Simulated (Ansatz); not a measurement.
**C8H18O: basis-set convergence**

Aim: see how fast density functionals converge with the basis set for C8H18O.

Program: Ansatz 0.2.0, Gaussian basis. Level of theory: one geometry, several basis sets. These are calculated values, not measurements.

Plan: PBE0-D4/def2-SVP; ωB97M-V/def2-SVP; PBE0-D4/def2-QZVPP; ωB97M-V/def2-QZVPP; the functionals' def2-TZVPP values are taken from earlier runs.

## 1. The geometry

The geometry comes from an earlier relaxation with PBE0-D4 in a triple-zeta def2 set; it is a stationary point, not always the lowest conformer.

SMILES `CCCCCCCCO`, 27 atoms, charge 0, spin multiplicity 1.

Atoms are counted from 1 here; the program's logs count them from 0.

Bond lengths: C1–C2 1.520 Å, C1–H10 1.092 Å, C1–H11 1.092 Å, C1–H12 1.094 Å, C2–C3 1.523 Å, C2–H13 1.095 Å, C2–H14 1.097 Å, C3–C4 1.521 Å, C3–H15 1.098 Å, C3–H16 1.096 Å, C4–C5 1.521 Å, C4–H17 1.098 Å, C4–H18 1.094 Å, C5–C6 1.522 Å, C5–H19 1.096 Å, C5–H20 1.098 Å, C6–C7 1.520 Å, C6–H21 1.096 Å and more. Angles: C2–C1–H10 111.9°, C2–C1–H11 111.2°, C2–C1–H12 111.0°, H10–C1–H11 107.4°, H10–C1–H12 107.6°, H11–C1–H12 107.6°, C1–C2–C3 114.1°, C1–C2–H13 109.0°, C1–C2–H14 109.5°, C3–C2–H13 108.8°, C3–C2–H14 109.1°, H13–C2–H14 106.0°, C2–C3–C4 114.5°, C2–C3–H15 109.2°, C2–C3–H16 109.0°, C4–C3–H15 109.2°, C4–C3–H16 108.7°, H15–C3–H16 106.0° and more.

## 2. PBE0-D4 in def2-SVP

in.yaml

```yaml
crystal:
  periodic: [false, false, false]
  atoms:
    - {symbol: C, position_ang: [-2.192694, -2.617544, -0.987499]}
    - {symbol: C, position_ang: [-2.451335, -1.307045, -1.713584]}
    - {symbol: C, position_ang: [-2.122963, -0.066351, -0.893074]}
    - {symbol: C, position_ang: [-0.649285, 0.092012, -0.553358]}
    - {symbol: C, position_ang: [-0.355232, 1.374473, 0.209738]}
    - {symbol: C, position_ang: [1.120683, 1.613667, 0.496828]}
    - {symbol: C, position_ang: [1.742256, 0.613559, 1.458576]}
    - {symbol: C, position_ang: [3.211679, 0.875339, 1.729020]}
    - {symbol: O, position_ang: [4.017628, 0.782548, 0.570786]}
    - {symbol: H, position_ang: [-1.134665, -2.749428, -0.749613]}
    - {symbol: H, position_ang: [-2.499473, -3.473101, -1.593604]}
    - {symbol: H, position_ang: [-2.750348, -2.660434, -0.047056]}
    - {symbol: H, position_ang: [-3.504574, -1.265105, -2.010216]}
    - {symbol: H, position_ang: [-1.873931, -1.284361, -2.645501]}
    - {symbol: H, position_ang: [-2.707314, -0.082990, 0.035991]}
    - {symbol: H, position_ang: [-2.454634, 0.822653, -1.442015]}
    - {symbol: H, position_ang: [-0.061860, 0.082612, -1.481087]}
    - {symbol: H, position_ang: [-0.312496, -0.770897, 0.029409]}
    - {symbol: H, position_ang: [-0.745105, 2.221341, -0.366657]}
    - {symbol: H, position_ang: [-0.915856, 1.369510, 1.153456]}
    - {symbol: H, position_ang: [1.246387, 2.619080, 0.915250]}
    - {symbol: H, position_ang: [1.684345, 1.605777, -0.441888]}
    - {symbol: H, position_ang: [1.633270, -0.408225, 1.073594]}
    - {symbol: H, position_ang: [1.204866, 0.634512, 2.415051]}
    - {symbol: H, position_ang: [3.348805, 1.895881, 2.098084]}
    - {symbol: H, position_ang: [3.575980, 0.194760, 2.511055]}
    - {symbol: H, position_ang: [3.945866, -0.112250, 0.228328]}
basis:
  gaussian: {orbitals: def2-SVP}
hamiltonian: {xc: pbe0, dispersion: d4}
output: {orbitals: {seedname: orbitals}}
```

The run is started by

```
> ansatz run in.yaml --threads 5 --pin off --events-out ev --progress --plain --max-ram 66560MiB --backend cpu
```

After this run come: ωB97M-V in def2-SVP; PBE0-D4 in def2-QZVPP; ωB97M-V in def2-QZVPP.

**Question.** What will the summary of the whole plan be? Wanted: PBE0-D4: double and triple zeta above quadruple; ωB97M-V: double and triple zeta above quadruple.

The runs gave:

| quantity | value |
| --- | --- |
| PBE0-D4: double and triple zeta above quadruple | 12.28, 0.61 eV |
| ωB97M-V: double and triple zeta above quadruple | 12.94, 0.60 eV |

In words: For PBE0-D4 the step from double to triple zeta gains 11.68 eV and the next only 0.61 eV. These are total energies; as a rule much of such shifts cancels in differences, which this series doesn't test. The LUMO of ωB97M-V is positive and keeps falling with the basis (3.28 to 1.64 eV): an unbound level that the basis holds in place.
